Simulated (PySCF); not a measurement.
**ZrNOH: singlet, from a linear start**

Where does singlet ZrNOH go from a linear start, is the end point a minimum, and what are its modes, charges and moments?

Program: PySCF 2.14.0. Level of theory: PBE0, basis Zr def2-TZVP with ECP28, N def2-TZVP, O def2-TZVP, H def2-TZVP, scalar-relativistic core potentials, no spin–orbit coupling, density fitting. These are calculated values, not measurements.

## Step 1: The system as given

4 atoms, charge 0, spin multiplicity 1.

Bond lengths: Zr1–N2 1.870 Å, Zr1–O3 2.170 Å, O3–H4 0.960 Å. Angles: N2–Zr1–O3 180.0°, Zr1–O3–H4 130.0°.

Coordinates in bohr (charge 0 multiplicity 1):
```
Zr    0.0000    0.0000    0.0000
N     0.0000    0.0000    3.5338
O     0.0000    0.0000   -4.1007
H     1.3897    0.0000   -5.2669
```

## Step 2: Finding the electronic state

One driver script runs all steps and calls PySCF; scf.py shows how it sets up the SCF of each step. The optimiser is the driver's own. After this first run the driver tries any further starts and a stability analysis.

Contents of scf.py:

```python
from pyscf import gto, scf, dft
mol = gto.M(atom='''
Zr     0.000000     0.000000     0.000000
N      0.000000     0.000000     1.870000
O      0.000000     0.000000    -2.170000
H      0.735400     0.000000    -2.787100''',
    basis={'Zr': 'def2-TZVP', 'N': 'def2-TZVP', 'O': 'def2-TZVP', 'H': 'def2-TZVP'},
    ecp={'Zr': 'def2-TZVP'},
    charge=0, spin=0)
mf = dft.RKS(mol, xc='PBE0')
mf.grids.atom_grid = (50, 194)
aux = {'Zr': 'def2-universal-JKFIT', 'N': 'def2-universal-JKFIT', 'O': 'def2-universal-JKFIT', 'H': 'def2-universal-JKFIT'}
mf = mf.density_fit(auxbasis=aux)
mf.conv_tol = 1e-08
mf.diis_space = 10
mf.max_cycle = 60
mf.init_guess = 'minao'
mf.verbose = 4
mf.kernel()
```

Launch:

```bash
$ OMP_NUM_THREADS=4 python axn.py task.json out
```

What it wrote, cut to the lines that bear on the results:

```text
[... the frontier levels of the middle cycles are left out ...]
init E= -171.848739134093
  HOMO = -0.519831669235236  LUMO = -0.447389188741249  gap/eV = 1.97126
cycle= 1 E= -177.036962160276  delta_E= -5.19  |g|= 1.32  |ddm|= 4.68
  HOMO = -0.0312406562393273  LUMO = -0.00881483278604378  gap/eV = 0.61024
cycle= 2 E= -174.725096075054  delta_E= 2.31  |g|= 3.09  |ddm|= 3.27
  HOMO = -0.114122740597264  LUMO = -0.0808679571988584  gap/eV = 0.90491
cycle= 3 E= -177.198951569342  delta_E= -2.47  |g|= 0.937  |ddm|= 2.67
cycle= 4 E= -177.312931212972  delta_E= -0.114  |g|= 0.712  |ddm|=  1.1
cycle= 5 E= -177.376036971345  delta_E= -0.0631  |g|= 0.488  |ddm|= 0.712
cycle= 6 E= -177.428502305783  delta_E= -0.0525  |g|= 0.0745  |ddm|= 0.332
cycle= 7 E= -177.429964822701  delta_E= -0.00146  |g|= 0.00589  |ddm|= 0.0489
cycle= 8 E= -177.429978455274  delta_E= -1.36e-05  |g|= 0.00497  |ddm|= 0.0148
cycle= 9 E= -177.429984883263  delta_E= -6.43e-06  |g|= 0.00246  |ddm|= 0.00514
cycle= 10 E= -177.429986897713  delta_E= -2.01e-06  |g|= 0.000723  |ddm|= 0.00351
cycle= 11 E= -177.429987165148  delta_E= -2.67e-07  |g|= 9.11e-05  |ddm|= 0.00208
cycle= 12 E= -177.429987173823  delta_E= -8.68e-09  |g|= 2.49e-05  |ddm|= 0.000491
  HOMO = -0.211080901179649  LUMO = -0.112264376362808  gap/eV = 2.68893
Extra cycle  E= -177.429987172851  delta_E= 9.73e-10  |g|= 7.31e-05  |ddm|= 6.14e-05
converged SCF energy = -177.429987172851
```

This step, with its further starts and checks, needed 6 s of wall time on 4 threads of Arm Neoverse V2, shared host.

Energies from each starting density:

```
                      start  energy (Eh)
    the minimal-basis guess  -177.429987
a thermally smeared density  -177.429987
      a smeared PBE density  -177.429987
```

No lower closed-shell solution turned up from the other starts or in the test of internal stability.

## Step 3: Relaxing the singlet from the linear start

The program finds Cs symmetry in the start, which this walk keeps. The walk stops when the largest gradient is under 0.0003 Eh/bohr and the energy has settled too.

Changes to scf.py since step 2:

```diff
@@ -3,4 +3,4 @@
-Zr     0.000000     0.000000     0.000000
-N      0.000000     0.000000     1.870000
-O      0.000000     0.000000    -2.170000
-H      0.735400     0.000000    -2.787100''',
+Zr    -0.006130     0.000000     0.093723
+N     -0.006130     0.000000     1.963723
+O     -0.006130     0.000000    -2.076277
+H      0.729270     0.000000    -2.693377''',
@@ -17 +16,0 @@
-mf.init_guess = 'minao'
```

The optimiser's trace:

```
step  energy (Eh)  change (kJ/mol)  largest symmetric gradient (Eh/bohr)
   0  -177.429987             0.00                               0.11426
   1  -177.452215           -58.36                               0.01475
   2  -177.455730           -67.59                               0.02119
   3  -177.472136          -110.66                               0.05715
   4  -177.476286          -121.56                               0.04505
   5  -177.481743          -135.88                               0.02117
   6  -177.489610          -156.54                               0.03653
   7  -177.491024          -160.25                               0.03750
   8  -177.492137          -163.18                               0.03143
   9  -177.494756          -170.05                               0.01905
  10  -177.497499          -177.25                               0.01055
  11  -177.499880          -183.50                               0.02713
  12  -177.501907          -188.82                               0.01642
  13  -177.503761          -193.69                               0.01848
  14  -177.504549          -195.76                               0.01143
  15  -177.504723          -196.22                               0.01119
  16  -177.505007          -196.96                               0.00704
  17  -177.505075          -197.14                               0.00476
  18  -177.505192          -197.45                               0.00247
  19  -177.505227          -197.54                               0.00103
  20  -177.505232          -197.56                               0.00045
  21  -177.505233          -197.56                               0.00011
```

The walk took 29 s.

Positions (Å) and forces (eV/Å) along the way:

```
step 0
Zr  -0.006   0.000   0.094  -0.555   0.000   5.308
N   -0.006   0.000   1.964   0.203   0.000  -5.875
O   -0.006   0.000  -2.076   0.718   0.000   0.786
H    0.729   0.000  -2.693  -0.366   0.000  -0.218
step 1
Zr  -0.028   0.000   0.133  -0.753   0.000   0.589
N    0.007   0.000   1.848   0.314   0.000  -0.633
O    0.016   0.000  -2.020   0.759   0.000   0.299
H    0.716   0.000  -2.674  -0.319   0.000  -0.256
step 11
Zr  -0.733   0.000   0.091   0.447   0.000  -0.648
N    0.494   0.000   1.265   0.065   0.000   0.234
O    0.086   0.000  -1.728   0.654   0.000  -0.980
H    0.864   0.000  -2.340  -1.167   0.000   1.394
step 21
Zr  -0.745   0.000   0.030   0.000   0.000   0.001
N    0.588   0.000   1.093  -0.005   0.000  -0.002
O   -0.036   0.000  -1.822  -0.003   0.000   0.003
H    0.903   0.000  -2.013   0.008   0.000  -0.002
```

After 21 steps and 197.6 kJ/mol it ends at Cs: O–H 0.958 Å, Zr–N 1.705 Å, Zr–O 1.983 Å; H–O–Zr 122.4°, N–Zr–O 107.6°.

## Step 4: Is it a minimum? Harmonic modes

The point is checked on the finer grid, and tightened if its gradient asks for it. The Hessian and the dipole derivatives come from central differences of analytic gradients, with steps of 0.02 bohr.

Changes to scf.py since step 3:

```diff
@@ -3,4 +3,4 @@
-Zr    -0.006130     0.000000     0.093723
-N     -0.006130     0.000000     1.963723
-O     -0.006130     0.000000    -2.076277
-H      0.729270     0.000000    -2.693377''',
+Zr    -0.262472     0.000000     0.138858
+N      1.070955     0.000000     1.200612
+O      0.447244     0.000000    -1.712472
+H      1.386495     0.000000    -1.902851''',
@@ -11 +11 @@
-mf.grids.atom_grid = (50, 194)
+mf.grids.atom_grid = (75, 302)
@@ -14 +14 @@
-mf.conv_tol = 1e-08
+mf.conv_tol = 1e-10
```

The driver hands on the density of the step before, so the log starts near convergence.

Log of the central SCF (cycles and frontier levels):

```text
init E= -177.505204084054
  HOMO = -0.210320964052251  LUMO = -0.0900064489585404  gap/eV = 3.27392
cycle= 1 E= -177.505204084043  delta_E= 1.11e-11  |g|= 7.21e-06  |ddm|= 5.12e-06
  HOMO = -0.210319653809261  LUMO = -0.0900070209050412  gap/eV = 3.27387
Extra cycle  E= -177.505204083902  delta_E= 1.41e-10  |g|= 2.62e-05  |ddm|= 1.68e-05
converged SCF energy = -177.505204083902
```

The whole step took 33 s.

Geometry: Cs; O–H 0.958 Å, Zr–N 1.705 Å, Zr–O 1.983 Å; H–O–Zr 122.4°, N–Zr–O 107.6°.

Harmonic modes (main isotopes):

| symmetry | ω (cm⁻¹) | IR (km/mol) |
| --- | --- | --- |
| a' | 233 | 35.4 |
| a'' | 586 | 128 |
| a' | 600 | 228 |
| a' | 646 | 33.0 |
| a' | 1031 | 118 |
| a' | 3917 | 95.4 |

Every mode is real; the point is a minimum.

Properties at this point:

```
Dipole moment                                                   : 5.84 D
Highest occupied level                                          : -5.72 eV
Lowest empty level                                              : -2.45 eV
Rotational constants                                            : 0.6155, 0.2326, 0.1688 cm⁻¹
Zero-point energy                                               : 42.0 kJ/mol
Principal polarisabilities                                      : 28.8, 40.6, 65.4 bohr³
Atomisation energy without zero-point energy                    : 1469 kJ/mol
Principal traceless quadrupole moments about the centre of mass : -18.92, 7.46, 11.46 D Å
Entropy at 298.15 K and 1 bar                                   : 281.4 J/(mol K)
Heat capacity Cp at 298.15 K                                    : 54.9 J/(mol K)
Enthalpy at 298.15 K above 0 K                                  : 12.56 kJ/mol
Rotational symmetry number                                      : 1
```

Charges (e) and bond orders:

| atom | Mulliken | Löwdin | polar tensor | Mayer order to Zr1 |
| --- | --- | --- | --- | --- |
| Zr1 | 1.01 | 0.60 | 1.53 | – |
| N2 | -0.60 | -0.41 | -0.89 | 2.93 |
| O3 | -0.74 | -0.35 | -0.91 | 0.98 |
| H4 | 0.34 | 0.16 | 0.27 | 0.01 |

Outer orbital energies (eV). occupied: -25.93, -16.61, -12.58, -8.87, -8.66, -6.50, -6.26, -5.72; empty: -2.45, -1.12, -1.00, 0.31.

Mulliken populations on Zr1 (outside its core potential): s 2.09, p 6.18, d 2.65, f 0.08.

## Step 5: Stability of the closed shell

At the lowest minimum the closed shell is tested against spin polarisation, on the (50, 194) grid. It is stable.

## Step 6: Results

| quantity | value |
| --- | --- |
| minimum | singlet, Cs |
| geometry | O–H 0.958 Å, Zr–N 1.705 Å, Zr–O 1.983 Å; H–O–Zr 122.4°, N–Zr–O 107.6° |
| wavenumbers (cm⁻¹) | 233 (a'), 586 (a''), 600 (a'), 646 (a'), 1031 (a'), 3917 (a') |
| dipole moment | 5.84 D |
| highest occupied, lowest empty level | -5.72, -2.45 eV |
| polar-tensor charge of Zr1 | +1.53 e |
| zero-point energy | 42.0 kJ/mol |
| entropy at 298.15 K | 281.4 J/(mol K) |
| atomisation energy (no zero-point energy) | 1469 kJ/mol |

What this shows: The molecule stays Cs, as typed, and the end point is a minimum. The strongest infrared band lies at 600 cm⁻¹ (a'). With 5.8 D the molecule is strongly polar. Other starts or spin states, not run here, may lie lower.

The search up to here needed 70 s of wall time on 4 threads of Arm Neoverse V2, shared host.
